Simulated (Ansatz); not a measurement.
# InH2Br: small, medium and large basis sets

The task here is to estimate one member of a computed series from the others.

Program: Ansatz 0.2.0, Gaussian basis. Level of theory: one geometry, several basis sets. These are calculated values, not measurements.

Levels to be run: PBE0-D4/def2-SVP; ωB97M-V/def2-SVP; PBE0-D4/def2-QZVPP; ωB97M-V/def2-QZVPP; the functionals' def2-TZVPP values are taken from earlier runs.

## The relaxed structure

All runs share one geometry, relaxed beforehand with PBE0-D4 in a triple-zeta def2 set. In takes the def2 core potential; no spin-orbit term is included.

4 atoms, charge 0, spin multiplicity 1.

Atoms are counted from 1 here; the program's logs count them from 0.

Bond lengths: Br1–In2 2.484 Å, In2–H3 1.706 Å, In2–H4 1.706 Å. Angles: Br1–In2–H3 113.0°, Br1–In2–H4 113.0°, H3–In2–H4 134.1°.

Set-up of the first run:

The input, in.yaml:

```yaml
crystal:
  periodic: [false, false, false]
  atoms:
    - {symbol: Br, position_ang: [-1.774171, 0.653097, -1.090190]}
    - {symbol: In, position_ang: [0.248766, -0.102840, 0.137456]}
    - {symbol: H, position_ang: [0.549329, -1.772697, -0.039954]}
    - {symbol: H, position_ang: [1.031675, 1.162140, 0.972389]}
basis:
  gaussian: {orbitals: def2-SVP}
hamiltonian: {xc: pbe0, dispersion: d4}
output: {orbitals: {seedname: orbitals}}
```

On the command line:

```bash
$ ansatz run in.yaml --threads 4 --pin off --events-out ev --progress --plain --max-ram 10444MiB
```

Among the steps run: PBE0-D4 in def2-SVP; ωB97M-V in def2-SVP; PBE0-D4 in def2-QZVPP; ωB97M-V in def2-QZVPP.

One table of the session follows, with a row left open; its other results are not shown here.

It belongs to the step «Functionals by basis». 

```
functional       basis  HOMO (eV)  LUMO (eV)
   PBE0-D4    def2-SVP          ?          ?
   PBE0-D4  def2-TZVPP      -7.83      -2.03
   PBE0-D4  def2-QZVPP      -7.85      -2.04
   ωB97M-V    def2-SVP      -9.85      -0.35
   ωB97M-V  def2-TZVPP     -10.02      -0.52
   ωB97M-V  def2-QZVPP     -10.03      -0.55
```

Estimate the missing values for PBE0-D4, def2-SVP.

**Answer.** HOMO (eV): -7.70; LUMO (eV): -1.96. In the column «HOMO (eV)» it is the highest.
